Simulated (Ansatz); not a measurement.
# Zr (hcp type): how the settings move a single-point run

Question: which choices in the input matter for Zr (hcp type)?

Method: reference: DFT, LDA, PAW with Ansatz's default frozen-core files, scalar-relativistic, in Ansatz 0.2.0.

1 further run of the same task is left out (it didn't finish). Runs told in other sessions of the task aren't counted.

**1. The structure to begin with**

The structure is hexagonal, space group P6_3/mmc (No. 194). The conventional cell has a = 3.010 Å, b = 3.010 Å, c = 4.998 Å, α = 90.00°, β = 90.00°, γ = 120.00°. Around Zr (site symmetry -6m2) lie 12 Zr at 3.01 to 3.04 Å.

Structure file:

```
Zr
1.0
     3.01040    0.00000    0.00000
    -1.50520    2.60708    0.00000
     0.00000    0.00000    4.99832
Zr
2
Direct
  0.33333 0.66667 0.25000
  0.66667 0.33333 0.75000
```

**2. The reference run**

Input file input.yaml:

```yaml
crystal:
  lattice:
    - [3.0104004893, 0.0, 0.0]
    - [-1.5052002446, 2.6070832993, 0.0]
    - [0.0, 0.0, 4.998318978]
  atoms:
    - { symbol: Zr, position: [0.3333333333, 0.6666666667, 0.25] }
    - { symbol: Zr, position: [0.6666666667, 0.3333333333, 0.75] }
kpoints:
  mp_grid: { grid: [14, 14, 8] }
scf:
  occupations: { method: fermi_dirac, width: 0.1 }
hamiltonian:
  xc: lda
  pseudopotentials: { kind: paw }
output:
  forces: true
  stress: true
  eigenvalues: true
  populations: true
  write_density: true
  write_potential: true
  elf: true
  volumetric_format: npy
```

Started as:

```sh
$ ansatz run input.yaml --threads 1 --pin off --max-ram 2048MiB --backend cpu --events-out ev --progress --plain --runs-dir out
```

**3. Changing settings: ecutwfc 450 eV**

Edit input.yaml of step 2 so:

```diff
@@ -20,5 +20,3 @@
   populations: true
-  write_density: true
-  write_potential: true
-  elf: true
-  volumetric_format: npy
+basis:
+  ecutwfc: "450 eV"
```

What does the calculation give? Wanted: for each run, ending; energy change; pressure; gap; force.

As calculated:

```
              run     ending  energy change  pressure (GPa)  gap (eV)  force (eV/Å)  cycles   time
        reference  converged              0            12.5      0.00          0.00       6  6.5 s
1: ecutwfc 450 eV  converged  -0.2 meV/atom            12.5      0.00          0.00       6  5.8 s
```

Times don't compare one to one where runs were asked for different outputs or read a saved state (see the inputs); cycles may leave out searches for a lower state.

Residual by cycle in the longest SCF loop of each run; runs are numbered as in the table. The quantity is the density residual dr2, in eV.

```
cycle  reference    run 1
    1    0.00398  0.00397
    2    0.00147  0.00147
    3     8.8e-5   8.6e-5
    4     6.6e-6   6.2e-6
    5     2.9e-7   2.6e-7
    6     2.9e-8   2.6e-8
```

Changing the cutoff leaves the energy as it was (-0.2 meV/atom). The structure is not at rest: the sound run finds 13 GPa, so these are no properties of the relaxed crystal. 
